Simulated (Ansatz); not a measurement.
# Sn2C: one candidate of a structure search

The task: take a trial cell of Sn2C to zero force and stress.

Computed with Ansatz 0.2.0 (DFT PBE, scalar-relativistic, plane waves, PAW, unless a step's input says otherwise).

**1. The system as given**

Symmetry: Pn-3m, No. 224, cubic system. The conventional cell has a = 5.150 Å, b = 5.150 Å, c = 5.150 Å, α = 90.00°, β = 90.00°, γ = 90.00°. Sn (site symmetry -3m) has 2 C at 2.23 Å as nearest neighbours. C (site symmetry -43m) has 4 Sn at 2.23 Å as nearest neighbours.

Coordinates:

```
CELL_PARAMETERS angstrom
5.15010 0.00000 0.00000
0.00000 5.15010 0.00000
0.00000 0.00000 5.15010
ATOMIC_POSITIONS crystal
Sn 0.25000 0.25000 0.25000
Sn 0.25000 0.75000 0.75000
Sn 0.75000 0.75000 0.25000
Sn 0.75000 0.25000 0.75000
C 0.00000 0.00000 0.00000
C 0.50000 0.50000 0.50000
```

The cell is invented: species swapped into a database cell of Au2S (Pn-3m, No. 224), with C on the S sites and Sn on the Au sites. Lengths come from tabulated atomic sizes and are only a guess.

**2. A first look at the guess**

Input file input.yaml:

```yaml
crystal:
  lattice:
    - [5.15009744, 0.0, 0.0]
    - [0.0, 5.15009744, 0.0]
    - [0.0, 0.0, 5.15009744]
  atoms:
    - { symbol: Sn, position: [0.25, 0.25, 0.25] }
    - { symbol: Sn, position: [0.25, 0.75, 0.75] }
    - { symbol: Sn, position: [0.75, 0.75, 0.25] }
    - { symbol: Sn, position: [0.75, 0.25, 0.75] }
    - { symbol: C, position: [0.0, 0.0, 0.0] }
    - { symbol: C, position: [0.5, 0.5, 0.5] }
basis:
  ecutwfc: 420
kpoints:
  mp_grid: { grid: [4, 4, 4] }
hamiltonian:
  xc: pbe
scf:
  occupations: { method: gaussian, width: 0.1 }
  lower_state_search: "off"
output:
  forces: true
  stress: true
  eigenvalues: true
```

Started as:

```console
ansatz run input.yaml --threads 1 --pin off --max-ram 2048MiB --backend cpu --events-out ev --progress --plain --runs-dir out
```

Log, cut to the lines that bear on the results:

```text
Warning: RAYON_NUM_THREADS=1 ignored (pool sized by the plan → 1); use --threads N
[...]
Pseudopotentials: kind: paw
Pseudopotential: Sn, paw, valence charge 14, recommended cutoff 420 eV (normal), Sn.paw.azcp
Pseudopotential: C, paw, valence charge 4, recommended cutoff 420 eV (normal), C.paw.azcp
Functional definition: PBE
[...]
Crystal: 6 atoms, lattice volume = 136.599 Å³
Basis set: ecut = 420 eV, 2721 PW (Γ), exchange–correlation on 72×72×72 points (8 copies of the dense FFT grid, shifted against one another)
Bands: 39, of which v1, the nominal top of the filled ones, is band 32 counted from 1 (31 counted from 0)
Symmetry: 48 space group operations
Space group: Pn-3m (ITA 224), of the structure as read, at distance tolerance 5.2e-5 Å
k-points: 10 of 64
[...]
SCF iter   1: F=—  HF=-24591.209837 eV  |F-HF|=—  |Δ(HF+E_count)|=         —  Δρ=6.20e-3  dr2=8.44e-2  ethr=1.77e-3  ⟨swp⟩=8.0  Hψ=1706  notcnv=0
[...]
SCF iter   7: F=-24591.193209 eV  HF=-24591.193209 eV  |F-HF|=3.77e-9  |Δ(HF+E_count)|=   1.26e-7  Δρ=2.77e-6  dr2=1.13e-8  ethr=1.56e-10  ⟨swp⟩=10.5  Hψ=1694  notcnv=0
[...]
SCF converged after 7 iterations
Free energy (F): -24591.193209 eV
[...]
E sigma→0 (E₀):  -24591.166815 eV
Entropy (-TS):   -0.052788 eV (-8.798 meV/atom)
Fermi energy:    9.223943 eV
[...]
--- Forces (eV/Å), atoms counted from 1 ---
  atom   1  Sn     0.00000000    -0.00000000    -0.00000000
  atom   2  Sn     0.00000000    -0.00000000     0.00000000
  atom   3  Sn     0.00000000    -0.00000000    -0.00000000
  atom   4  Sn     0.00000000    -0.00000000    -0.00000000
  atom   5  C      0.00000000     0.00000000     0.00000000
  atom   6  C      0.00000000     0.00000000     0.00000000
[...]
--- Stress (GPa, compression-positive) ---
       -1.269313      -0.000000      -0.000000
        0.000000      -1.269313       0.000000
       -0.000000       0.000000      -1.269313
  P = ⅓ Tr σ = -1.2693 GPa (-12.693 kbar)
--- Band table (eV; the first three rows and the last of 10) ---
[...]
```

Run time: 4 s. Hardware: 1 thread of Arm Neoverse V1, shared host; peak memory 0.36 GiB.

Read-out: pressure -1.3 GPa, largest force 0.00 eV/Å, gap on this mesh none (metal). The coarse relaxation is skipped.

**3. Relaxation on the finer mesh**

input.yaml, as its differences from that of step 2:

```diff
@@ -15,3 +15,3 @@
 kpoints:
-  mp_grid: { grid: [4, 4, 4] }
+  mp_grid: { grid: [8, 8, 8] }
 hamiltonian:
@@ -20,3 +20,2 @@
   occupations: { method: gaussian, width: 0.1 }
-  lower_state_search: "off"
 output:
@@ -25 +24,6 @@
   eigenvalues: true
+relax:
+  adjacent_minimum: "off"
+  f_tol: 0.01
+  max_steps: 80
+  cell: { stress_tol: 0.05 }
```

Started as:

```console
ansatz run input.yaml --threads 1 --pin off --max-ram 2048MiB --backend cpu --events-out ev --progress --plain --runs-dir out
```

Log, cut to the lines that bear on the results:

```text
Warning: RAYON_NUM_THREADS=1 ignored (pool sized by the plan → 1); use --threads N
[...]
[... 4 set-up lines as earlier in the session ...]
[...]
Crystal: 6 atoms, lattice volume = 136.599 Å³
Basis set: ecut = 420 eV, 2721 PW (Γ), exchange–correlation on 72×72×72 points (8 copies of the dense FFT grid, shifted against one another)
Bands: 39, of which v1, the nominal top of the filled ones, is band 32 counted from 1 (31 counted from 0)
[... 2 set-up lines as earlier in the session ...]
k-points: 35 of 512
[...]
SCF iter   1: F=—  HF=-24591.404697 eV  |F-HF|=—  |Δ(HF+E_count)|=         —  Δρ=8.01e-3  dr2=1.55e-1  ethr=1.77e-3  ⟨swp⟩=8.4  Hψ=6113  notcnv=0
[...]
        0.000000      -0.000000      -0.031399
  P = ⅓ Tr σ = -0.0314 GPa (-0.314 kbar)
--- Band table (eV; the first three rows and the last of 35) ---
[...]
--- Relaxed structure (3 steps of the walk, 3 accepted, 1 SCFs on fresh bases) ---
  F+E_penalty+E_count = -24591.39363280 eV   max|allowed force component| = 1.658e-17 eV/Å   (the final SCF, on the basis selected at the relaxed cell)
  cell:  # Å, volume = 132.7836 Å³
    - [5.101699411885283, -1.6209910365259234e-33, -4.81482486096809e-35]
    - [-1.6209910365259234e-33, 5.101699411885283, -2.407412430484045e-35]
    - [1.6049416203226967e-35, -8.024708101613484e-36, 5.101699411885283]
  atoms:
    - { symbol: Sn, position: [0.25, 0.25, 0.25] }
    - { symbol: Sn, position: [0.25, 0.7499999999999999, 0.7499999999999999] }
    - { symbol: Sn, position: [0.7499999999999999, 0.7499999999999999, 0.25] }
    - { symbol: Sn, position: [0.7499999999999999, 0.25, 0.7499999999999999] }
    - { symbol: C, position: [8.591014635459692e-35, -4.814084528390979e-35, -4.0104521608523473e-35] }
    - { symbol: C, position: [0.5, 0.5, 0.5] }
```

Run time: 55 s. Hardware: 1 thread of Arm Neoverse V1, shared host; peak memory 0.45 GiB.

Step by step:

```csv
step,energy from step 1 (eV/cell),largest force component (eV/Å),pressure (GPa),volume (Å³)
1,0.0000,0.0000,-1.64,136.60
2,-0.0234,0.0000,0.26,132.20
3,-0.0234,0.0000,-0.02,132.78
4,-0.0205,0.0000,-0.03,132.78
```

Step 1 is the start. Step 4 repeats the geometry before it on a plane-wave basis chosen anew for that cell, so its energy need not be comparable with the rows above.

|  | before | after | change |
| --- | --- | --- | --- |
| a (Å) | 5.150 | 5.102 | -0.9 % |
| b (Å) | 5.150 | 5.102 | -0.9 % |
| c (Å) | 5.150 | 5.102 | -0.9 % |
| volume (Å³/atom) | 22.77 | 22.13 | -2.8 % |
| shortest distance (Å) | 2.230 | 2.209 | -0.9 % |
| space group (0.01 Å) | Pn-3m | Pn-3m | same |

Forces and stress were held to the start's 48 operations: a distortion of lower symmetry was not tested.

**4. Variant: lower_state_search light**

input.yaml, as its differences from that of step 3:

```diff
@@ -20,6 +20,7 @@
   occupations: { method: gaussian, width: 0.1 }
+  lower_state_search: light
 output:
   forces: true
+  eigenvalues: true
   stress: true
-  eigenvalues: true
 relax:
```

Started as:

```console
ansatz run input.yaml --threads 1 --pin off --max-ram 2048MiB --backend cpu --events-out ev --progress --plain --runs-dir out
```

Log, cut to the lines that bear on the results:

```text
Warning: RAYON_NUM_THREADS=1 ignored (pool sized by the plan → 1); use --threads N
[...]
[... 4 set-up lines as earlier in the session ...]
[...]
Crystal: 6 atoms, lattice volume = 136.599 Å³
Basis set: ecut = 420 eV, 2721 PW (Γ), exchange–correlation on 72×72×72 points (8 copies of the dense FFT grid, shifted against one another)
Bands: 39, of which v1, the nominal top of the filled ones, is band 32 counted from 1 (31 counted from 0)
[... 2 set-up lines as earlier in the session ...]
k-points: 35 of 512
[...]
SCF iter   1: F=—  HF=-24591.404697 eV  |F-HF|=—  |Δ(HF+E_count)|=         —  Δρ=8.01e-3  dr2=1.55e-1  ethr=1.77e-3  ⟨swp⟩=8.4  Hψ=6113  notcnv=0
[...]
        0.000000      -0.000000      -0.031399
  P = ⅓ Tr σ = -0.0314 GPa (-0.314 kbar)
--- Band table (eV; the first three rows and the last of 35) ---
[...]
--- Relaxed structure (3 steps of the walk, 3 accepted, 1 SCFs on fresh bases) ---
  F+E_penalty+E_count = -24591.39363280 eV   max|allowed force component| = 1.658e-17 eV/Å   (the final SCF, on the basis selected at the relaxed cell)
  cell:  # Å, volume = 132.7836 Å³
    - [5.101699411885283, -1.6209910365259234e-33, -4.81482486096809e-35]
    - [-1.6209910365259234e-33, 5.101699411885283, -2.407412430484045e-35]
    - [1.6049416203226967e-35, -8.024708101613484e-36, 5.101699411885283]
  atoms:
    - { symbol: Sn, position: [0.25, 0.25, 0.25] }
    - { symbol: Sn, position: [0.25, 0.7499999999999999, 0.7499999999999999] }
    - { symbol: Sn, position: [0.7499999999999999, 0.7499999999999999, 0.25] }
    - { symbol: Sn, position: [0.7499999999999999, 0.25, 0.7499999999999999] }
    - { symbol: C, position: [8.591014635459692e-35, -4.814084528390979e-35, -4.0104521608523473e-35] }
    - { symbol: C, position: [0.5, 0.5, 0.5] }
```

Run time: 54 s. Hardware: 1 thread of Arm Neoverse V1, shared host; peak memory 0.45 GiB.

```
    run     ending  energy change  pressure (GPa)  gap (eV)  force (eV/Å)  cycles  time
 step 3  converged              0             0.0      0.00          0.00       -  55 s
variant  converged   0.0 meV/atom             0.0      0.00          0.00       -  54 s
```

The changed input (search for lower states) leaves the energy the same to the digits printed.

**5. Summary of results**

```
                              quantity                                                                      value
symmetry at the end (tolerance 0.05 Å)                                                space group Pn-3m (No. 224)
                     conventional cell  a = 5.102 Å, b = 5.102 Å, c = 5.102 Å, α = 90.00°, β = 90.00°, γ = 90.00°
                                volume                                                              22.13 Å³/atom
     energy over the elements, grey Sn                                                              +1.23 eV/atom
                       gap on the mesh                                                               none (metal)
```

**Reading.** The space group Pn-3m (No. 224) is kept, and the volume per atom shrinks by 2.8 % from the first guess. With a positive formation energy it can't be a ground state. No finished test with a distortion of lower symmetry is shown, so the end may be a saddle point.
